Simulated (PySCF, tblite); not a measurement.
# C₅H₁₀O₂: magnetic properties

What do calculations give for the magnetic properties of C₅H₁₀O₂ (`CO[C@H]1C[C@@H](O)C1`)?

Programs: tblite 0.8.0 and PySCF 2.14.0, with routines of our own; each step states its level. All values are computed. Atoms count from 0.

### 1 The system as given

17 atoms, charge 0, multiplicity 1; geometry from: force field or distance geometry start.

### 2 Optimising the geometry with GFN2-xTB, one coordinate held

The job: settings as JSON, then the geometry in Å.

```
{"job": {"kind": "relax", "xc": "GFN2-xTB", "basis": "xTB"}, "charge": 0, "multiplicity": 1}
C     -2.646700     0.332600    -0.042200
O     -1.351600     0.863900    -0.228700
C     -0.281300    -0.119800    -0.324600
C      1.082200     0.452100    -0.771200
C      1.735100    -0.526700     0.251500
O      2.864700    -0.029600     0.974200
C      0.388100    -0.546000     0.988800
H     -2.919500    -0.292500    -0.887200
H     -2.704200    -0.244000     0.887800
H     -3.363200     1.168500     0.022500
H     -0.602300    -0.969000    -0.952000
H      1.340500     0.267700    -1.808700
H      1.225500     1.507500    -0.523200
H      1.982900    -1.495800    -0.210800
H      2.595600     0.847500     1.326000
H      0.080500    -1.528400     1.381900
H      0.306100     0.186300     1.807300
```

Run with:

```bash
$ OMP_NUM_THREADS=1 python excited_run.py task.json out
```

One launch serves the whole session: the jobs run in the order shown.

Standard output:

```text
step      E/eV     max force
  0    -650.48996    1.725
  1    -650.58543    0.793
  2    -650.62457    0.585
  3    -650.65266    0.468
  4    -650.66457    0.232
  5    -650.66918    0.212
  6    -650.67568    0.240
  7    -650.68028    0.221
  8    -650.68328    0.143
  9    -650.68489    0.098
 10    -650.68602    0.097
 11    -650.68681    0.072
 12    -650.68739    0.076
 13    -650.68792    0.060
 14    -650.68847    0.073
 15    -650.68900    0.080
 16    -650.68944    0.057
 17    -650.68984    0.047
 18    -650.69023    0.056
 19    -650.69065    0.059
 20    -650.69111    0.066
 21    -650.69166    0.077
 22    -650.69238    0.119
 23    -650.69326    0.156
 24    -650.69420    0.177
 25    -650.69516    0.180
 26    -650.69624    0.166
 27    -650.69761    0.158
 28    -650.69935    0.172
 29    -650.70134    0.167
 30    -650.70327    0.134
 31    -650.70482    0.124
 32    -650.70590    0.126
 33    -650.70656    0.127
 34    -650.70694    0.127
 35    -650.70718    0.116
 36    -650.70737    0.108
 37    -650.70752    0.106
 38    -650.70765    0.102
 39    -650.70777    0.110
 40    -650.70789    0.119
 41    -650.70799    0.117
 42    -650.70806    0.110
 43    -650.70810    0.101
 44    -650.70815    0.101
 45    -650.70820    0.098
 46    -650.70825    0.094
 47    -650.70829    0.090
 48    -650.70833    0.093
 49    -650.70836    0.100
 50    -650.70839    0.102
 51    -650.70842    0.099
 52    -650.70844    0.098
 53    -650.70846    0.101
 54    -650.70849    0.103
 55    -650.70853    0.102
 56    -650.70857    0.099
 57    -650.70862    0.098
 58    -650.70866    0.103
 59    -650.70870    0.111
 60    -650.70874    0.112
 61    -650.70876    0.109
 62    -650.70878    0.111
 63    -650.70880    0.111
```

Wall time 0.6 s (1 thread of Arm Neoverse V1, shared host).

One coordinate is held by a constraint (a dihedral, as typed in the start), so the force along it need not vanish.

Along the way: (not every step is listed)

| step | energy from step 0 (eV) | largest force (eV/Å) |
| --- | --- | --- |
| 0 | 0.0000 | 1.7251 |
| 1 | -0.0955 | 0.7926 |
| 2 | -0.1346 | 0.5851 |
| 3 | -0.1627 | 0.4676 |
| 4 | -0.1746 | 0.2324 |
| 5 | -0.1792 | 0.2115 |
| 6 | -0.1857 | 0.2404 |
| 7 | -0.1903 | 0.2212 |
| 8 | -0.1933 | 0.1430 |
| 13 | -0.1980 | 0.0598 |
| 18 | -0.2003 | 0.0563 |
| 23 | -0.2033 | 0.1565 |
| 28 | -0.2094 | 0.1716 |
| 33 | -0.2166 | 0.1272 |
| 38 | -0.2177 | 0.1020 |
| 43 | -0.2181 | 0.1013 |
| 48 | -0.2184 | 0.0927 |
| 53 | -0.2185 | 0.1014 |
| 58 | -0.2187 | 0.1032 |
| 59 | -0.2187 | 0.1107 |
| 60 | -0.2188 | 0.1118 |
| 61 | -0.2188 | 0.1086 |
| 62 | -0.2188 | 0.1112 |
| 63 | -0.2188 | 0.1106 |

Distances of close pairs at the start and the end, largest changes first:

| bond | before (Å) | after (Å) | change (Å) |
| --- | --- | --- | --- |
| O1–C2 | 1.457 | 1.404 | -0.053 |
| C4–O5 | 1.430 | 1.394 | -0.036 |
| O5–H14 | 0.983 | 0.965 | -0.018 |
| C3–C4 | 1.559 | 1.544 | -0.015 |
| C6–H15 | 1.102 | 1.087 | -0.015 |
| C0–H9 | 1.103 | 1.088 | -0.015 |
| C6–H16 | 1.101 | 1.089 | -0.012 |
| C2–C6 | 1.535 | 1.547 | +0.012 |

The end geometry stands in the next job.

### 3 Magnetic properties: GIAO PBE0/pcSseg-1

The job: settings as JSON, then the geometry in Å.

```
{"job": {"kind": "mag", "xc": "PBE0", "basis": "pcSseg-1", "isotopologues": 0}, "charge": 0, "multiplicity": 1}
C     -2.553457     0.429538     0.025105
O     -1.234273     0.871256    -0.172166
C     -0.305034    -0.166106    -0.351079
C      1.060387     0.339140    -0.844554
C      1.750149    -0.454016     0.285762
O      2.709050     0.205230     1.053510
C      0.370976    -0.718238     0.925591
H     -2.892613    -0.192362    -0.812303
H     -2.650199    -0.147810     0.952254
H     -3.173763     1.321453     0.088623
H     -0.728658    -0.955667    -0.984720
H      1.333701     0.083929    -1.864257
H      1.145538     1.414842    -0.705145
H      2.236818    -1.364557    -0.067926
H      2.326559     1.026637     1.385391
H      0.148893    -1.747940     1.194126
H      0.188019    -0.071364     1.782559
```

Method: GIAO PBE0/pcSseg-1 magnetisability, rotational g tensor and spin-rotation constants, non-relativistic, gas phase.

Standard output:

```text
coarse grid: 13808 points
cycle   1  E = -346.3371002737  dE =  9.649e-01  |g| = 7.792e-01  |ddm| = 3.594e+00
cycle   2  E = -346.2450167996  dE =  9.208e-02  |g| = 1.078e+00  |ddm| = 1.461e+00
cycle   3  E = -346.4486446309  dE = -2.036e-01  |g| = 1.043e-01  |ddm| = 9.226e-01
cycle   4  E = -346.4505598938  dE = -1.915e-03  |g| = 4.052e-02  |ddm| = 1.010e-01
cycle   5  E = -346.4509177888  dE = -3.579e-04  |g| = 7.033e-03  |ddm| = 3.538e-02
cycle   6  E = -346.4509255984  dE = -7.810e-06  |g| = 2.849e-03  |ddm| = 7.708e-03
final grid: 132176 points
cycle   7  E = -346.5149646904  dE = -3.521e-05  |g| = 1.338e-02  |ddm| = 3.423e-02
cycle   8  E = -346.5149243422  dE =  4.035e-05  |g| = 2.018e-02  |ddm| = 2.074e-02
cycle   9  E = -346.5149972752  dE = -7.293e-05  |g| = 1.099e-03  |ddm| = 1.325e-02
cycle  10  E = -346.5149975452  dE = -2.700e-07  |g| = 2.031e-04  |ddm| = 1.229e-03
cycle  11  E = -346.5149975541  dE = -8.907e-09  |g| = 4.674e-05  |ddm| = 2.166e-04
cycle  12  E = -346.5149975545  dE = -3.929e-10  |g| = 2.105e-05  |ddm| = 5.545e-05
converged SCF energy = -346.5149975545

Magnetisability tensor (1e-30 J/T^2)
    -1230.67      -28.77      -26.42
      -28.77    -1016.87       35.21
      -26.42       35.21    -1069.42
isotropic -1105.65   principal values   -1237.36  -1086.36   -993.24
isotropic susceptibility -66.584 1e-6 cm^3/mol

Inertial axes            a          b          c
rot. const./GHz      6.8946     1.4602     1.3851
chi total           -73.836    -65.576    -60.339
chi diamagnetic    -281.623   -920.083   -969.737
chi paramagnetic    207.787    854.507    909.398
quadrupole/D A       -5.766     -0.270      6.037
g nuclear            0.6710     0.5779     0.5780
g electronic        -0.6730    -0.5862    -0.5917
g total             -0.0020    -0.0083    -0.0137

Spin-rotation constants (kHz, H = +C I.J)
atom  isotope        aa         bb         cc
  7     1H       -0.572     -0.137      0.015
  8     1H       -0.698      0.069     -0.145
  9     1H       -0.304     -0.143     -0.018
 10     1H       -0.483     -0.167      0.028
 11     1H       -0.754     -0.010     -0.069
 12     1H       -0.845     -0.140      0.039
 13     1H       -0.400     -0.150      0.015
 14     1H       -0.801     -0.201      0.002
 15     1H       -0.770     -0.045     -0.033
 16     1H       -0.808     -0.118      0.005
  0    13C*       1.098      0.328      0.304
  1    17O*      -0.797     -0.144     -0.091
  2    13C*       1.596      0.366      0.243
  3    13C*       1.002      0.310      0.272
  4    13C*       1.645      0.314      0.236
  5    17O*      -0.793     -0.194     -0.166
* in the singly substituted isotopologue
```

It took 31 s on 1 thread of Arm Neoverse V1, shared host; peak memory 0.77 GiB.

In short:

| quantity | value |
| --- | --- |
| magnetisability | -1106·10⁻³⁰ J/T² |
| molar susceptibility | -66.6·10⁻⁶ cm³/mol |
| rotational g (a, b, c) | -0.0020, -0.0083, -0.0137 |

The fields below are evaluated on a grid from the run's orbitals.

Frontier orbitals at PBE0/pcSseg-1, with the share of their density that lies nearest to each atom:

| orbital | energy (eV) | lies on |
| --- | --- | --- |
| HOMO | -7.23 | O1 51 %; C6 11 %; O5 8 % |
| LUMO | 1.31 | H10, H15 about 18 % each; H11, H13 about 12 % each; H7 7 % |

ELF in a plane through or near 5 of the atoms.

Ten even steps from '0' (0.00) to '9' (1.00):
```
0000000000000000000000000000
0000000000000000000000000000
0000000000000000000000000000
0000000002663000000000000000
0000000018998100000000000000
0000000028999300000000000000
0000000016997320000012100000
0000000014615763110178500000
0000000137967832422799710000
0000000242643451523799510000
0000011247265985313565200000
0000022244881685105985000000
0000023212553352009999300000
0000002100146651008999300000
0000000000023320003996000000
0000000000000000000000000000
0000000000000000000000000000
0000000000000000000000000000
0000000000000000000000000000
0000000000000000000000000000
```
The map spans 11.7 Å across and 9.2 Å up, centred on the molecule. Atoms in the plane (x, y in Å): C2 (0.3, 0.3), C4 (-1.8, -0.1), C6 (-0.5, -1.0), H8 (2.5, -1.1), H11 (-1.2, 2.0).

On the surface of density 0.002 e/bohr³ the electrostatic potential runs, from the 1st to the 99th percentile, from -1.63 V near O5 to 1.83 V near H14.

### 4 Results

| quantity | value |
| --- | --- |
| magnetisability (step 3, GIAO PBE0/pcSseg-1) | -1106·10⁻³⁰ J/T² |
| molar susceptibility (step 3, GIAO PBE0/pcSseg-1) | -66.6·10⁻⁶ cm³/mol |
| rotational g (a, b, c) (step 3, GIAO PBE0/pcSseg-1) | -0.0020, -0.0083, -0.0137 |
| surface potential, 1st and 99th percentile | -1.63 V and 1.83 V |

What this shows: The values above hold for this geometry and these levels alone. Vibrational averaging and real surroundings are missing from these values.
